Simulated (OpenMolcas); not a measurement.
# Pd⁵⁺ among point charges: CASSCF and CASPT2 levels and susceptibility

Aim: the splitting of the states of Pd⁵⁺ in the field of 6 point charges, its lowest levels with spin-orbit coupling and its magnetic susceptibility.

Method: state-averaged CASSCF and CASPT2, spin-orbit coupling by RASSI with atomic mean-field integrals. Code: OpenMolcas 26.06.

### 1 What is computed

| Quantity | Value |
| --- | --- |
| Species | Pd⁵⁺ (palladium, Z = 46, 41 electrons) |
| Basis | ANO-RCC-VDZP [6s5p3d1f], 43 functions |
| Scalar Hamiltonian | DKH2, point nucleus |
| Inactive shells | 1s 2s 2p 3s 3p 3d 4s 4p |
| Active space | 5 electrons in 5 orbitals (4d) |
| Some configurations of this space | 4d⁵ |
| Orbitals | optimised for each spin and parity, averaged over all roots |

The outer shells:

4d5
```
4d [↑ ][↑ ][↑ ][↑ ][↑ ]
```

The ion sits among 6 point charges of -1 e arranged as a trigonal antiprism (D3d), 2.01 Å from the ion, with a polar angle of 56.4° against the regular 54.74°.

The work runs as a chain of OpenMolcas steps in one folder; each step below is one input file. Labels, J, g values, rates, χT and fits are worked out afterwards by a script from the matrices that RASSI stores. The input lists half of the charges; inversion (Group=XYZ) makes the rest.

### 2 GATEWAY and SEWARD: basis and integrals

a.inp reads:

```
&GATEWAY
Coord
1

Pd 0.0 0.0 0.0
Basis=ANO-RCC-VDZP
Group=XYZ
NoMove
AngMom=0.0 0.0 0.0
AMFI
XField
3 Angstrom 0
0.000000 1.673738 1.112969 -1.000000
1.449500 -0.836869 1.112969 -1.000000
1.449500 0.836869 -1.112969 -1.000000
&SEWARD
```

Launch:

```console
$ OMP_NUM_THREADS=1 MOLCAS_MEM=1689 MOLCAS_PROJECT=a pymolcas a.inp > a.log
```

### 3 CASSCF: sextets of even parity, 1 root

a.inp reads:

```
&RASSCF
FileOrb=start.orb
Symmetry=1
Spin=6
nActEl=5 0 0
Inactive=9 9
Ras2=5 0
CIRoot=1 1 1
SDav=1
CIMx=300
Iter=120 100
PrWF=0.3
OrbListing=Nothing
MaxOrb=0
>>> COPY $Project.JobIph JOB001
```

start.orb holds the contracted functions of the basis, ordered by shell, or the orbitals of the step before.

### 4 Reference wave functions, quartets of even parity, 24 roots

a.inp reads:

```
&RASSCF
FileOrb=start.orb
Symmetry=1
Spin=4
nActEl=5 0 0
Inactive=9 9
Ras2=5 0
CIRoot=24 24 1
SDav=24
CIMx=300
Iter=120 100
PrWF=0.3
OrbListing=Nothing
MaxOrb=0
>>> COPY $Project.JobIph JOB002
```

### 5 Reference wave functions, doublets of even parity, 75 roots

a.inp reads:

```
&RASSCF
FileOrb=start.orb
Symmetry=1
Spin=2
nActEl=5 0 0
Inactive=9 9
Ras2=5 0
CIRoot=75 75 1
SDav=75
CIMx=300
Iter=120 100
PrWF=0.3
OrbListing=Nothing
MaxOrb=0
>>> COPY $Project.JobIph JOB003
```

### 6 RASSI: spin-orbit coupling between the states

a.inp reads:

```
&RASSI
NrOfJobIphs=3 1 24 75
1
1 2 3 4 5 6 7 8 9 10 11 12 13 14 15 16 17 18 19 20 21 22 23 24
1 2 3 4 5 6 7 8 9 10 11 12 13 14 15 16 17 18 19 20 21 22 23 24 25 26 27
28 29 30 31 32 33 34 35 36 37 38 39 40 41 42 43 44 45 46 47 48 49 50 51
52 53 54 55 56 57 58 59 60 61 62 63 64 65 66 67 68 69 70 71 72 73 74 75
IphNames
JOB001
JOB002
JOB003
EJob
SpinOrbit
DIPRint=1.0
SOCoupling=1000.0
Subsets=2
Property=9
'ANGMOM' 1 'ANGMOM' 2 'ANGMOM' 3 'MLTPL  1' 1 'MLTPL  1' 2 'MLTPL  1' 3
'AMFI' 1 'AMFI' 2 'AMFI' 3
SOProperty=3
'ANGMOM' 1 'ANGMOM' 2 'ANGMOM' 3
```

### 7 CASPT2: IPEA 0.25, imaginary shift 0.1 (closed shells correlated: 4s 4p)

a.inp reads:

```
>>> COPY JOB001 $Project.JobIph
&CASPT2
Multistate=1 1
Frozen=8 6
IPEA=0.25
Imaginary=0.1
MaxIter=60
WThr=0.0 0.3 0.05
PrWF=0.5
NoMix
>>> COPY JOB002 $Project.JobIph
&CASPT2
Multistate=24 1 2 3 4 5 6 7 8 9 10 11 12 13 14 15 16 17 18 19 20 21 22
23 24
NoMult
Frozen=8 6
IPEA=0.25
Imaginary=0.1
MaxIter=60
WThr=0.0 0.3 0.05
PrWF=0.5
NoMix
>>> COPY JOB003 $Project.JobIph
&CASPT2
Multistate=75 1 2 3 4 5 6 7 8 9 10 11 12 13 14 15 16 17 18 19 20 21 22
23 24 25 26 27 28 29 30 31 32 33 34 35 36 37 38 39 40 41 42 43 44 45 46
47 48 49 50 51 52 53 54 55 56 57 58 59 60 61 62 63 64 65 66 67 68 69 70
71 72 73 74 75
NoMult
Frozen=8 6
IPEA=0.25
Imaginary=0.1
MaxIter=60
WThr=0.0 0.3 0.05
PrWF=0.5
NoMix
```

(Steps that only read results are left out.)

What does the calculation give? Wanted: spin-free ground state; lowest level; next level.

The runs gave:

```
                 quantity                                                                        value
                   method  SS-CASPT2, IPEA 0.25, imaginary shift 0.1 (closed shells correlated: 4s 4p)
   spin-free ground state                                              6A1, 1-fold in its orbital part
             lowest level                                            2-fold E1/2, g = 1.96, 5.97, 5.97
               next level                                                                     0.7 cm⁻¹
              χT at 300 K                                                               4.36 cm³ K/mol
effective moment at 300 K                                                                      5.90 μB
```

Cost by method:

```csv
method,time of its own steps,time with the reference
A. CASSCF,23 s,23 s
"B. SS-CASPT2, IPEA 0.25, imaginary shift 0.1, +4s 4p",6.2 s,29 s
```

Times are of one thread on a shared host.

In words: The spin-free ground state (6A1) comes to 100 % from free-ion S terms and keeps the highest spin of the shell. χT at 300 K is 4.36, against 4.39 cm³ K/mol for the spin alone, as a half-filled shell (L = 0) has no orbital moment. An active space of the d shell alone favours high spin; real ions in strong fields can be low spin. CASPT2 does not keep the components of a term degenerate, and the means are used. The field of point charges can differ much from that of real complexes. With metal d orbitals alone active, the gaps between spin states are rough; where two lie within a few thousand cm-1, their order is open. Point charges carry no covalency, so the field is a model and not that of real ligands.
